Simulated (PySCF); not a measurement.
**BNH2BrF (SMILES NB(F)Br): levels of theory compared**

Wanted: a comparison of 5 runs (HF/3-21G, HF/6-31G**, HF/def2-SVP, PBE/3-21G, B3LYP/6-31G*) of BNH2BrF. Input form: a Python script.

The results are computed with PySCF 2.14.0.

**1. Starting point**

BNH2BrF: 6 atoms, total charge 0, spin state singlet. SMILES: `NB(F)Br`. The coordinates come from a PBE0-D4/def2-TZVP relaxation.

Bond lengths: N1–B2 1.386 Å, B2–F3 1.326 Å, B2–Br4 1.931 Å, N1–H5 1.003 Å, N1–H6 1.006 Å. Angles: N1–B2–F3 121.0°, N1–B2–Br4 120.9°, F3–B2–Br4 118.1°, B2–N1–H5 122.8°, B2–N1–H6 121.9°, H5–N1–H6 115.3°.

**2. Energy and gradient at HF/3-21G (run 1)**

input.py reads:

```python
# NB(F)Br
from pyscf import gto

mol = gto.M(
    atom='''
N    0.051400   0.776500   0.110600
B    0.041900  -0.607000   0.035200
F    0.559500  -1.347200   1.006100
Br  -0.726000  -1.512100  -1.487700
H   -0.332500   1.362900  -0.607500
H    0.447700   1.262900   0.897000
''',
    basis='3-21g',
    verbose=4,
    max_memory=1860,
)

calc0 = mol.RHF()
calc0.conv_tol = 1e-10
calc0.kernel()
if not calc0.converged:
    calc0 = calc0.newton().run(calc0.mo_coeff, calc0.mo_occ)

energy = calc0.e_tot
print(f'total energy: {energy:.8f} hartree')
grad = calc0.nuc_grad_method().kernel()
dip = calc0.dip_moment()
pop, q = calc0.mulliken_pop()
```

The run is started by

```sh
OMP_NUM_THREADS=1 python input.py
```

Log:

```text
PySCF version 2.14.0

[... 60 lines left out ...]
converged SCF energy = -2738.96266079138
total energy: -2738.96266079 hartree
[... 12 lines left out ...]
Dipole moment(X, Y, Z, Debye):  0.25086,  3.44509,  0.62736
[... 21 lines left out ...]
pop of  2 F 3s            1.52765
pop of  2 F 2px           0.83528
pop of  2 F 2py           0.83900
pop of  2 F 2pz           0.79750
pop of  2 F 3px           1.00643
pop of  2 F 3py           0.98128
pop of  2 F 3pz           0.95549
pop of  3 Br 1s           1.99982
pop of  3 Br 2s           1.99680
pop of  3 Br 3s           2.00130
pop of  3 Br 4s           0.75366
pop of  3 Br 5s           1.24282
pop of  3 Br 2px          1.99670
pop of  3 Br 2py          1.99670
pop of  3 Br 2pz          1.99648
pop of  3 Br 3px          1.99135
pop of  3 Br 3py          1.99147
pop of  3 Br 3pz          1.99021
pop of  3 Br 4px          0.79834
pop of  3 Br 4py          0.81141
pop of  3 Br 4pz          0.75043
pop of  3 Br 5px          1.04581
pop of  3 Br 5py          1.00979
pop of  3 Br 5pz          0.84400
pop of  3 Br 3dxy         1.99961
pop of  3 Br 3dyz         1.99870
pop of  3 Br 3dz^2        1.99914
pop of  3 Br 3dxz         1.99912
pop of  3 Br 3dx2-y2      1.99972
pop of  4 H 1s            0.43789
pop of  4 H 2s            0.20311
pop of  5 H 1s            0.43601
pop of  5 H 2s            0.20892
 ** Mulliken atomic charges  **
charge of    0N =     -0.94244
charge of    1B =      0.81422
charge of    2F =     -0.37249
charge of    3Br =     -0.21336
charge of    4H =      0.35900
charge of    5H =      0.35507
```

Wall time 1.7 s (1 thread of Arm Neoverse V1, shared host); peak memory 0.12 GiB.

**3. Energy and gradient at HF/6-31G(d,p) (spherical functions) (run 2)**

job.py reads:

```python
import pyscf.grad
from pyscf import gto, scf

system = gto.Mole()
system.atom = '''
N      0.051400     0.776500     0.110600
B      0.041900    -0.607000     0.035200
F      0.559500    -1.347200     1.006100
Br    -0.726000    -1.512100    -1.487700
H     -0.332500     1.362900    -0.607500
H      0.447700     1.262900     0.897000
'''
system.basis = '6-31g**'
system.max_memory = 1860
system.verbose = 4
system.spin = 0
system.build()

calc0 = scf.RHF(system)
calc0.conv_tol = 1e-10
calc0.kernel()
if not calc0.converged:
    calc0 = calc0.newton().run(calc0.mo_coeff, calc0.mo_occ)

etot = calc0.e_tot
print('E = %.10f Eh' % etot)
grad = calc0.Gradients().kernel()
calc0.analyze()
```

The run is started by

```sh
OMP_NUM_THREADS=1 python job.py
```

Log:

```text
PySCF version 2.14.0

[... 78 lines left out ...]
Nuclear Repulsion Energy =             221.869699196865440
[... 9 lines left out ...]
MO #4   energy= -58.5420807815403  occ= 2
[... 7 lines left out ...]
MO #12  energy= -7.4490235212274   occ= 2
[... 7 lines left out ...]
MO #20  energy= -1.01849025891649  occ= 2
[... 7 lines left out ...]
MO #28  energy= -0.41856420966103  occ= 2
[... 7 lines left out ...]
MO #36  energy= 0.431324083551021  occ= 0
[... 7 lines left out ...]
MO #44  energy= 0.826053218646648  occ= 0
[... 7 lines left out ...]
MO #52  energy= 1.17343331227493   occ= 0
[... 7 lines left out ...]
MO #60  energy= 1.79655200518069   occ= 0
[... 7 lines left out ...]
MO #68  energy= 2.39945808704071   occ= 0
[... 7 lines left out ...]
MO #76  energy= 3.31569852227105   occ= 0
[... 7 lines left out ...]
MO #84  energy= 5.57215062555461   occ= 0
[... 54 lines left out ...]
pop of  3 Br 3pz          1.99995
pop of  3 Br 4px          1.83342
pop of  3 Br 4py          1.83269
pop of  3 Br 4pz          1.59146
pop of  3 Br 5px          0.00174
pop of  3 Br 5py          0.00238
pop of  3 Br 5pz          0.00465
pop of  3 Br 3dxy         1.99999
pop of  3 Br 3dyz         1.99999
pop of  3 Br 3dz^2        1.99999
pop of  3 Br 3dxz         1.99999
pop of  3 Br 3dx2-y2      1.99999
pop of  3 Br 4dxy         0.00155
pop of  3 Br 4dyz         0.00469
pop of  3 Br 4dz^2        0.00269
pop of  3 Br 4dxz         0.00311
pop of  3 Br 4dx2-y2      0.00053
pop of  3 Br 5dxy         0.00007
pop of  3 Br 5dyz         0.00020
pop of  3 Br 5dz^2        0.00013
pop of  3 Br 5dxz         0.00015
pop of  3 Br 5dx2-y2      0.00002
pop of  4 H 1s            0.73517
pop of  4 H 2s            0.01332
pop of  4 H 2px           0.00095
pop of  4 H 2py           0.00052
pop of  4 H 2pz           0.00094
pop of  5 H 1s            0.73944
pop of  5 H 2s            0.01333
pop of  5 H 2px           0.00096
pop of  5 H 2py           0.00034
pop of  5 H 2pz           0.00106
 ** Mulliken atomic charges  **
charge of    0N =     -0.48806
charge of    1B =      0.48935
charge of    2F =     -0.33893
charge of    3Br =     -0.15634
charge of    4H =      0.24911
charge of    5H =      0.24487
Dipole moment(X, Y, Z, Debye):  0.25215,  3.05805,  0.61388
```

Wall time 9 s (1 thread of Arm Neoverse V1, shared host); peak memory 0.17 GiB.

Run 3 isn't shown in full; the table further down has it.

**4. Energy and gradient at PBE/3-21G (run 4)**

job.py reads:

```python
import pyscf.grad
from pyscf import gto, dft

molecule = gto.Mole()
molecule.atom = [
    ('N', (0.051400, 0.776500, 0.110600)),
    ('B', (0.041900, -0.607000, 0.035200)),
    ('F', (0.559500, -1.347200, 1.006100)),
    ('Br', (-0.726000, -1.512100, -1.487700)),
    ('H', (-0.332500, 1.362900, -0.607500)),
    ('H', (0.447700, 1.262900, 0.897000)),
]
molecule.basis = '3-21g'
molecule.verbose = 4
molecule.spin = 0
molecule.max_memory = 1860
molecule.build()

ks = dft.RKS(molecule, xc='pbe')
ks.conv_tol = 1e-10
ks.grids.level = 5
ks.kernel()
if not ks.converged:
    ks = ks.newton().run(ks.mo_coeff, ks.mo_occ)

energy = ks.e_tot
print('Final energy', energy)
grad = ks.Gradients().kernel()
ks.analyze()
```

The run is started by

```sh
OMP_NUM_THREADS=1 python job.py
```

Log:

```text
PySCF version 2.14.0

[... 77 lines left out ...]
converged SCF energy = -2740.982251263
[... 19 lines left out ...]
Two-electron Coulomb Energy =         1410.469437765611019
[... 7 lines left out ...]
MO #5   energy= -55.0764568588098  occ= 2
[... 5 lines left out ...]
MO #11  energy= -6.13409569679412  occ= 2
[... 5 lines left out ...]
MO #17  energy= -2.31060104227546  occ= 2
[... 5 lines left out ...]
MO #23  energy= -0.438379977598005 occ= 2
[... 5 lines left out ...]
MO #29  energy= -0.234021459426767 occ= 2
[... 5 lines left out ...]
MO #35  energy= 0.289903822072251  occ= 0
[... 5 lines left out ...]
MO #41  energy= 0.635426770455558  occ= 0
[... 5 lines left out ...]
MO #47  energy= 1.22424733830611   occ= 0
[... 5 lines left out ...]
MO #53  energy= 3.56330171744469   occ= 0
[... 23 lines left out ...]
pop of  2 F 2px           1.79657
pop of  2 F 2py           1.83363
pop of  2 F 2pz           1.77102
pop of  2 F 3px           0.00049
pop of  2 F 3py           0.00076
pop of  2 F 3pz           0.00051
pop of  3 Br 1s           2.00000
pop of  3 Br 2s           1.99985
pop of  3 Br 3s           1.99929
pop of  3 Br 4s           1.88938
pop of  3 Br 5s           0.00585
pop of  3 Br 2px          1.99997
pop of  3 Br 2py          1.99997
pop of  3 Br 2pz          1.99997
pop of  3 Br 3px          1.99949
pop of  3 Br 3py          1.99950
pop of  3 Br 3pz          1.99942
pop of  3 Br 4px          1.80067
pop of  3 Br 4py          1.81215
pop of  3 Br 4pz          1.57516
pop of  3 Br 5px          0.00175
pop of  3 Br 5py          0.00197
pop of  3 Br 5pz          0.00380
pop of  3 Br 3dxy         1.99978
pop of  3 Br 3dyz         1.99926
pop of  3 Br 3dz^2        1.99951
pop of  3 Br 3dxz         1.99950
pop of  3 Br 3dx2-y2      1.99983
pop of  4 H 1s            0.75332
pop of  4 H 2s            0.01271
pop of  5 H 1s            0.75816
pop of  5 H 2s            0.01258
 ** Mulliken atomic charges  **
charge of    0N =     -0.37865
charge of    1B =      0.18181
charge of    2F =     -0.18032
charge of    3Br =     -0.08607
charge of    4H =      0.23397
charge of    5H =      0.22926
Dipole moment(X, Y, Z, Debye):  0.29682,  3.24312,  0.70796
```

Wall time 12 s (1 thread of Arm Neoverse V1, shared host); peak memory 0.54 GiB.

**5. Energy and gradient at B3LYP/6-31G(d) (Cartesian functions) (run 5)**

calc.py reads:

```python
import pyscf.grad
from pyscf import gto, dft

mol = gto.M(
    atom='''
N    0.051400   0.776500   0.110600
B    0.041900  -0.607000   0.035200
F    0.559500  -1.347200   1.006100
Br  -0.726000  -1.512100  -1.487700
H   -0.332500   1.362900  -0.607500
H    0.447700   1.262900   0.897000
''',
    cart=True,
    verbose=3,
    basis='6-31g*',
    max_memory=1860,
)

mf = dft.RKS(mol)
mf.xc = 'b3lyp'
mf.grids.level = 5
mf.conv_tol = 1e-10
mf.kernel()
if not mf.converged:
    mf = mf.newton().run(mf.mo_coeff, mf.mo_occ)

e_tot = mf.e_tot
print('Final energy', e_tot)
grad = mf.Gradients().kernel()
dip = mf.dip_moment()
pop, q = mf.mulliken_pop()
```

The run is started by

```sh
OMP_NUM_THREADS=1 python calc.py
```

Log:

```text
converged SCF energy = -2754.67332814738
Final energy -2754.673328147378
--------------- RKS gradients ---------------
         x                y                z
0 N     0.0006861038    -0.0007348840     0.0012967649
1 B    -0.0019822465     0.0002334194    -0.0038324035
2 F    -0.0020099870     0.0030275232    -0.0037624203
3 Br     0.0034576645     0.0035330701     0.0068213241
4 H     0.0016324202    -0.0036418228     0.0030163835
5 H    -0.0017688277    -0.0024241558    -0.0035287889
----------------------------------------------
Dipole moment(X, Y, Z, Debye):  0.30278,  3.00000,  0.70944
 ** Mulliken pop  **
pop of  0  N 1s           1.99150
pop of  0  N 2s           0.76483
pop of  0  N 3s           0.79381
pop of  0  N 2px          0.91438
pop of  0  N 2py          0.84503
pop of  0  N 2pz          0.82601
pop of  0  N 3px          0.69460
pop of  0  N 3py          0.38401
pop of  0  N 3pz          0.49454
pop of  0  N 3dxx        -0.01552
pop of  0  N 3dxy         0.00278
pop of  0  N 3dxz         0.00326
pop of  0  N 3dyy         0.00637
pop of  0  N 3dyz         0.00850
pop of  0  N 3dzz         0.00994
pop of  1  B 1s           1.99180
pop of  1  B 2s           0.53403
pop of  1  B 3s           0.17926
pop of  1  B 2px          0.34776
pop of  1  B 2py          0.59900
pop of  1  B 2pz          0.45100
pop of  1  B 3px          0.14760
pop of  1  B 3py          0.05792
pop of  1  B 3pz          0.07503
pop of  1  B 3dxx        -0.01223
pop of  1  B 3dxy         0.02719
pop of  1  B 3dxz         0.01741
pop of  1  B 3dyy         0.03589
pop of  1  B 3dyz         0.03805
pop of  1  B 3dzz         0.01885
pop of  2  F 1s           1.99288
pop of  2  F 2s           0.96046
pop of  2  F 3s           0.87674
pop of  2  F 2px          1.11526
pop of  2  F 2py          1.13360
pop of  2  F 2pz          1.08591
pop of  2  F 3px          0.68885
pop of  2  F 3py          0.65884
pop of  2  F 3pz          0.62599
pop of  2  F 3dxx         0.01960
pop of  2  F 3dxy         0.00193
pop of  2  F 3dxz         0.00261
pop of  2  F 3dyy         0.02135
pop of  2  F 3dyz         0.00331
pop of  2  F 3dzz         0.02709
pop of  3 Br 1s           1.99821
pop of  3 Br 2s           1.98660
pop of  3 Br 3s           1.93262
pop of  3 Br 4s           1.61118
pop of  3 Br 5s           0.37181
pop of  3 Br 2px          1.99977
pop of  3 Br 2py          1.99977
pop of  3 Br 2pz          1.99973
pop of  3 Br 3px          1.99559
pop of  3 Br 3py          1.99559
pop of  3 Br 3pz          1.99480
pop of  3 Br 4px          1.31855
pop of  3 Br 4py          1.33000
pop of  3 Br 4pz          1.22196
pop of  3 Br 5px          0.51756
pop of  3 Br 5py          0.50284
pop of  3 Br 5pz          0.38010
pop of  3 Br 3dxx         0.94959
pop of  3 Br 3dxy         1.38962
pop of  3 Br 3dxz         1.38919
pop of  3 Br 3dyy         0.94958
pop of  3 Br 3dyz         1.38927
pop of  3 Br 3dzz         0.94960
pop of  3 Br 4dxx         0.39895
pop of  3 Br 4dxy         0.58339
pop of  3 Br 4dxz         0.58351
pop of  3 Br 4dyy         0.39872
pop of  3 Br 4dyz         0.58334
pop of  3 Br 4dzz         0.39876
pop of  3 Br 5dxx         0.00108
pop of  3 Br 5dxy         0.03035
pop of  3 Br 5dxz         0.03417
pop of  3 Br 5dyy         0.00184
pop of  3 Br 5dyz         0.03632
pop of  3 Br 5dzz         0.01675
pop of  4  H 1s           0.50285
pop of  4  H 2s           0.14846
pop of  5  H 1s           0.50278
pop of  5  H 2s           0.15818
 ** Mulliken atomic charges  **
charge of    0N =     -0.72403
charge of    1B =      0.49145
charge of    2F =     -0.21444
charge of    3Br =     -0.24071
charge of    4H =      0.34869
charge of    5H =      0.33903
```

Run time: 26 s. Hardware: 1 thread of Arm Neoverse V1, shared host; peak memory 0.82 GiB.

**6. All runs side by side**

```
run                               level  integration grid  Cartesian functions   energy (Eh)  dipole moment (D)  HOMO energy (eV)  LUMO energy (eV)  wall time
  1                            HF/3-21G                 –                   no  -2738.962661               3.51            -11.04              5.33      1.7 s
  2    HF/6-31G** (spherical functions)                 –                   no  -2751.994850               3.13            -11.26              5.20        9 s
  3                         HF/def2-SVP                 –                   no  -2751.854245               3.09            -11.25              4.58      5.4 s
  4                           PBE/3-21G                 5                   no  -2740.982251               3.33             -6.37              0.59       12 s
  5  B3LYP/6-31G* (Cartesian functions)                 5                  yes  -2754.673328               3.10             -7.75              1.02       26 s
```

**7. What came out**

| quantity | value |
| --- | --- |
| run 5: total energy | -2754.67333 Eh |
| run 5: dipole moment | 3.10 D |
| run 5: HOMO energy | -7.75 eV |
| run 5: LUMO energy | 1.02 eV |
| run 5: HOMO–LUMO gap | 8.78 eV |
| run 5: largest force on an atom | 0.433 eV/Å |

**Reading.** The dipole moment (its size) runs from 3.09 D (HF/def2-SVP) to 3.51 D (HF/3-21G). The HOMO–LUMO gap runs from 6.95 eV (PBE/3-21G) to 16.46 eV (HF/6-31G**). The two ends differ in method and basis. Totals of different functionals can't be ranked against each other. All runs together took 54 s, the longest 26 s.
